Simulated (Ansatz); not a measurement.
# La2InGe2: levels at named points

The task, for La2InGe2: read the levels at named points of the zone under several functionals.

Program: Ansatz 0.2.0. Level of theory: DFT PBEsol, scalar-relativistic, plane waves, PAW. These are calculated values, not measurements.

That is the level of the relaxation; later steps name their own.

**1. The structure to begin with**

The structure is tetragonal, space group P4/mbm (No. 127). Conventional cell: a = 7.737 Å, b = 7.737 Å, c = 4.429 Å, α = 90.00°, β = 90.00°, γ = 90.00°. Around La (site symmetry m2m) lie 6 Ge at 3.15 to 3.22 Å and 4 In at 3.60 Å. In (site symmetry 4/m) is surrounded by 4 Ge at 3.11 Å. Ge (site symmetry m2m) is surrounded by 1 Ge at 2.52 Å.

As a file:

```cif
data_structure
_symmetry_space_group_name_H-M 'P4/mbm'
_symmetry_Int_Tables_number 127
_cell_length_a 7.7372
_cell_length_b 7.7372
_cell_length_c 4.4286
_cell_angle_alpha 90.000
_cell_angle_beta 90.000
_cell_angle_gamma 90.000
_cell_volume 265.11
loop_
_atom_site_label
_atom_site_type_symbol
_atom_site_symmetry_multiplicity
_atom_site_Wyckoff_symbol
_atom_site_fract_x
_atom_site_fract_y
_atom_site_fract_z
_atom_site_occupancy
La1 La 4 h 0.31938 0.81938 0.50000 1
In1 In 2 a 0.00000 0.00000 0.00000 1
Ge1 Ge 4 g 0.38490 0.11510 0.00000 1
```

The structure comes from the Materials Project (structure only).

(A quick probe on a coarse mesh, which set the mesh and smearing, is not shown.)

**3. The relaxation**

The input, input.yaml:

```yaml
crystal:
  lattice:
    - [7.7371763, 0.0, 0.0]
    - [0.0, 7.7371763, 0.0]
    - [0.0, 0.0, 4.42862238]
  atoms:
    - { symbol: La, position: [0.31938144, 0.81938144, 0.5] }
    - { symbol: La, position: [0.81938144, 0.68061856, 0.5] }
    - { symbol: La, position: [0.18061856, 0.31938144, 0.5] }
    - { symbol: La, position: [0.68061856, 0.18061856, 0.5] }
    - { symbol: In, position: [0.0, 0.0, 0.0] }
    - { symbol: In, position: [0.5, 0.5, 0.0] }
    - { symbol: Ge, position: [0.3849007, 0.1150993, 0.0] }
    - { symbol: Ge, position: [0.8849007, 0.3849007, 0.0] }
    - { symbol: Ge, position: [0.1150993, 0.6150993, 0.0] }
    - { symbol: Ge, position: [0.6150993, 0.8849007, 0.0] }
basis:
  ecutwfc: 420
kpoints:
  mp_grid: { grid: [6, 6, 8] }
hamiltonian:
  xc: pbesol
scf:
  occupations: { method: gaussian, width: 0.1 }
output:
  forces: true
  stress: true
  eigenvalues: true
  write_density: true
  write_potential: true
  elf: true
  volumetric_format: npy
relax:
  adjacent_minimum: "off"
  f_tol: 0.005
  max_steps: 80
  cell: { stress_tol: 0.05 }
```

Run with:

```bash
> ansatz run input.yaml --threads 4 --pin off --max-ram 10240MiB --backend cpu --events-out ev --progress --plain --runs-dir out
```

The session goes on with these runs: the run at PBEsol; levels with r2SCAN; the run at PBEsol, spin-orbit coupling.

Before running it: what results should come out? Wanted: relaxed cell; volume; gap, PBEsol; gap, r2SCAN; gap, PBEsol, spin-orbit coupling.

The runs gave:

| quantity | value |
| --- | --- |
| relaxed cell | a = 7.561 Å, b = 7.561 Å, c = 4.424 Å, α = 90.00°, β = 90.00°, γ = 90.00° |
| space group (0.01 Å) | P4/mbm (No. 127) |
| volume | 25.29 Å³/atom |
| gap, PBEsol | 0.00 eV |
| gap, r2SCAN | 0.00 eV |
| gap, PBEsol, spin-orbit coupling | 0.00 eV |

The cell shrank by 4.6 % in volume on relaxing. The shape changed too: the edges of the input's cell moved by -2.3, -2.3, -0.1 %. No level opens a gap. PBEsol, spin-orbit coupling took about 9.8 times the CPU time of PBEsol, on unlike meshes where the table says so. Only the runs so marked include spin-orbit coupling; the others lack it, which matters for elements this heavy.
